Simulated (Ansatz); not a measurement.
Write a Python script for Ansatz 0.2.0 through its Python package that makes the energy of protonation at one site of CH3OSb, SMILES [CH2]1[O][SbH]1. Settings (for the species named): r2SCAN, def2-SVP basis, multiplicity 1.

The script reads `ch3osb.xyz`:
```text
6

C     0.08660   -0.28160   -0.66290
O    -0.90060   -0.77830    0.17530
Sb    0.67110   -0.14050    1.32770
H    -0.24870    0.71880   -1.13440
H     0.49330   -1.02360   -1.33830
H    -0.05960    1.44110    1.58630
```

The script, `pa.py`:
```python
import ansatz as az
import numpy as np

BASIS = "def2-SVP"
XC = "r2scan"
CHARGE = 1
FMAX = 0.01

mol = az.Crystal.molecule_from_extxyz("ch3osb.xyz")

model = mol.calculation().basis(gaussian=BASIS).functional(XC)
symbols = [site.symbol for site in mol.cartesian_sites]
start = np.array([site.position_ang for site in mol.cartesian_sites], dtype=float)
rep = model.relax(force_tolerance=0.01, max_steps=100).run(threads=1).report
end = np.array(rep["positions_ang"])

away = sum((end[1] - end[j]) / np.linalg.norm(end[1] - end[j]) for j in [0, 2]) + np.array([0.15, 0.1, -0.2])
proton = end[1] + 1.0 * away / np.linalg.norm(away)
acid = az.Crystal.molecule()
for symbol, place in zip(symbols, end):
    acid = acid.atom(symbol, place.tolist())
acid = acid.atom("H", proton.tolist())
protonated = (
    acid.calculation()
    .basis(gaussian=BASIS)
    .functional(XC)
    .charge(CHARGE)
    .relax(force_tolerance=FMAX, max_steps=80)
)
after = protonated.run(threads=1).report
xyz = np.array(after["positions_ang"])
reach = np.linalg.norm(xyz[:-1] - xyz[-1], axis=1)
print(f"base {rep['free_energy_ev']:.5f} eV, protonated {after['free_energy_ev']:.5f} eV")
print(f"the proton ends {reach.min():.3f} A from {symbols[reach.argmin()]}{reach.argmin()}")
print(f"electronic proton affinity {96.485332 * (rep['free_energy_ev'] - after['free_energy_ev']):.1f} kJ/mol")
```

Output of `python pa.py`:
```text
base -9667.40676 eV, protonated -9676.34709 eV
the proton ends 0.978 A from O1
electronic proton affinity 862.6 kJ/mol
```

Caveats:
- Total energies depend on the basis set; only differences at equal settings carry meaning.
- The proton is put on one chosen atom, which needn't be the most basic site, so the molecule's proton affinity can be higher; the ends are stationary points, not checked by frequencies, and zero-point and thermal terms count only where printed.
- def2 sets replace the cores of elements past krypton by effective core potentials.
- Timing: 2.5 min on 1 thread of Arm Neoverse N1 (shared host), peak memory 0.23 GiB.
